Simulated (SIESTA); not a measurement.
NbTe:

```
Te Nb
1.0
     3.70297    0.00000    0.00000
    -1.85149    3.20687    0.00000
     0.00000    0.00000    3.69421
Te Nb
1 1
Direct
  0.66667 0.33333 0.00000
  0.00000 0.00000 0.50000
```

The cell comes from a database or a generator and needn't be the stable form of this composition.

Base run:

```yaml
Program: SIESTA 5.4.2
Functional: PW91
Potentials_or_basis: PseudoDojo 0.4 standard (PBE files)
Basis: DZP (energy shift 0.003 Ry; two zetas on semicore shells)
Grid_cutoff: 800 Ry
Energy_shift: 0.003 Ry
k_mesh: 8 × 8 × 7
Occupations: fermi-dirac, width 0.05 eV
Spin: no spin polarisation
```

Its results: band gap on the k mesh none (metal or under the smearing width); pressure 2.4 GPa.

**Question.** After a change of settings the same cell gave: band gap on the k mesh none (metal or under the smearing width); pressure 4.3 GPa. Which change was it?
A. functional from PW91 to PBEsol; potentials or basis from PseudoDojo 0.4 standard (PBE files) to PseudoDojo 0.4 standard (PBEsol files)
B. functional from PW91 to BLYP
C. functional from PW91 to AM05; potentials or basis from PseudoDojo 0.4 standard (PBE files) to PseudoDojo 0.4 standard (PBEsol files)
D. functional from PW91 to RPBE

**Answer.** D.

RPBE binds less tightly than PW91, so the same cell stands under more pressure.

Caveats: the potentials were made for another functional, which shifts forces and pressure; spin-orbit coupling is left out, which moves the levels of the heavy elements; the basis of atomic orbitals isn't converged, which shifts pressures, moduli and gaps.

Runs at the PBE level aren't shown here.
